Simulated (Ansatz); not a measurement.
# GeNH₅ + CH₄: a complex and its separated parts

Aim: how far the complex at one end of a reaction step lies below its separated, relaxed parts, level by level.

The runs use Ansatz 0.2.0, Gaussian basis; PBE0-D4/def2-TZVP structures, single points in def2-TZVPP, no counterpoise correction.

Levels: SPW92, PBE-D4, BLYP-D4, r2SCAN-D4, B97M-V, PBE0-D4, B3LYP-D4, r2SCAN0-D4, BHLYP-D4, CAM-B3LYP-D4, wB97X-V, wB97M-V, B2PLYP, PBE-QIDH, RPA on PBE, Hartree-Fock, MP2, CCSD, CCSD(T).

Correlated methods freeze the cores. Filled d shells of the heavier atoms are correlated. B3LYP uses VWN-RPA correlation. B2PLYP carries no dispersion term here.

94 further runs of the same task are left out: 94 set aside as unsound or not needed.

### 1 The starting structure

The complex: 12 atoms, charge 0, spin multiplicity 1.

Atoms are counted from 1 here; the program's logs count them from 0.

Bond lengths: Ge1–H3 1.535 Å, Ge1–H4 1.535 Å, Ge1–H5 1.547 Å, Ge1–N7 1.845 Å, C2–H6 1.090 Å, C2–H8 1.090 Å, C2–H9 1.090 Å, C2–H10 1.090 Å, N7–H11 1.011 Å, N7–H12 1.011 Å. Angles: H3–Ge1–H4 111.1°, H3–Ge1–H5 108.9°, H3–Ge1–N7 106.9°, H4–Ge1–H5 108.9°, H4–Ge1–N7 106.9°, H5–Ge1–N7 114.1°, H6–C2–H8 109.6°, H6–C2–H9 109.6°, H6–C2–H10 109.8°, H8–C2–H9 109.3°, H8–C2–H10 109.3°, H9–C2–H10 109.3°, Ge1–N7–H11 113.5°, Ge1–N7–H12 113.5°, H11–N7–H12 108.0°.

As a file:

| atom | x (Å) | y (Å) | z (Å) |
| --- | --- | --- | --- |
| Ge1 | -0.7786 | 1.4162 | -0.7065 |
| C2 | 0.3901 | -1.6016 | 1.5505 |
| H3 | -1.9436 | 0.4334 | -0.5207 |
| H4 | -0.2224 | 1.8779 | 0.6480 |
| H5 | -1.2846 | 2.6519 | -1.4884 |
| H6 | 0.6860 | -1.2393 | 0.5655 |
| N7 | 0.5735 | 0.4892 | -1.5530 |
| H8 | 0.6697 | -0.8693 | 2.3082 |
| H9 | -0.6897 | -1.7507 | 1.5754 |
| H10 | 0.8891 | -2.5474 | 1.7617 |
| H11 | 1.4112 | 1.0376 | -1.6946 |
| H12 | 0.2992 | 0.1022 | -2.4461 |

Its parts: GeNH₅ holds atoms 1, 3, 4, 5, 7, 11, 12; CH₄ holds atoms 2, 6, 8, 9, 10. Each part counts its atoms afresh in its own runs.

### 2 Relaxing GeNH₅ alone

Contents of relax-a/in.yaml:

```yaml
crystal:
  periodic: [false, false, false]
  atoms:
    - {symbol: Ge, position_ang: [-0.778567, 1.416176, -0.706524]}
    - {symbol: H, position_ang: [-1.943557, 0.433394, -0.520715]}
    - {symbol: H, position_ang: [-0.222446, 1.877892, 0.648044]}
    - {symbol: H, position_ang: [-1.284635, 2.651861, -1.488362]}
    - {symbol: N, position_ang: [0.573509, 0.489199, -1.553031]}
    - {symbol: H, position_ang: [1.411239, 1.037621, -1.694555]}
    - {symbol: H, position_ang: [0.299219, 0.102217, -2.446106]}
basis:
  gaussian: {orbitals: def2-TZVP}
hamiltonian: {xc: pbe0, dispersion: d4}
relax: {f_tol: 0.005, max_steps: 200}
```

On the command line:

```bash
> ansatz run in.yaml --threads 4 --pin off --events-out ev --progress --plain --max-ram 9574MiB
```

The runs that follow: Relaxing CH₄ alone; SPW92/def2-TZVPP; PBE-D4/def2-TZVPP; BLYP-D4/def2-TZVPP; r2SCAN-D4/def2-TZVPP; B97M-V/def2-TZVPP; PBE0-D4/def2-TZVPP; B3LYP-D4/def2-TZVPP; r2SCAN0-D4/def2-TZVPP; BHLYP-D4/def2-TZVPP; CAM-B3LYP-D4/def2-TZVPP; wB97X-V/def2-TZVPP; wB97M-V/def2-TZVPP; B2PLYP/def2-TZVPP; PBE-QIDH/def2-TZVPP; RPA on PBE/def2-TZVPP; CCSD(T)/def2-TZVPP; Vibrations of GeNH₅; Vibrations of CH₄.

**Question.** What will these runs give? Wanted: complex less parts, CCSD(T)/def2-TZVPP; with zero-point energy; largest T1 diagnostic.

**Answer**, as computed:

| quantity | value |
| --- | --- |
| complex less parts, CCSD(T)/def2-TZVPP | -0.058 eV |
| with zero-point energy | -0.031 eV |
| largest T1 diagnostic | 0.011 |

**Reading.** At CCSD(T) the complex lies 0.058 eV below its parts. The functionals run from wB97M-V, off by -0.001 eV, to SPW92, off by -0.043 eV, against CCSD(T). BLYP-D4, wB97X-V are as near within the digits shown. Mean unsigned error by rung: LDA 0.043, GGA 0.008, meta-GGA 0.005, hybrid 0.005, range-separated hybrid 0.002, double hybrid 0.029 eV. PBE-D4 gives a relative energy 0.015 eV too low, an error of 26 % of the reference. No counterpoise was applied, and triple zeta lacks some correlation, so the CCSD(T) reference has a basis error of its own, and close matches with it are partly luck.
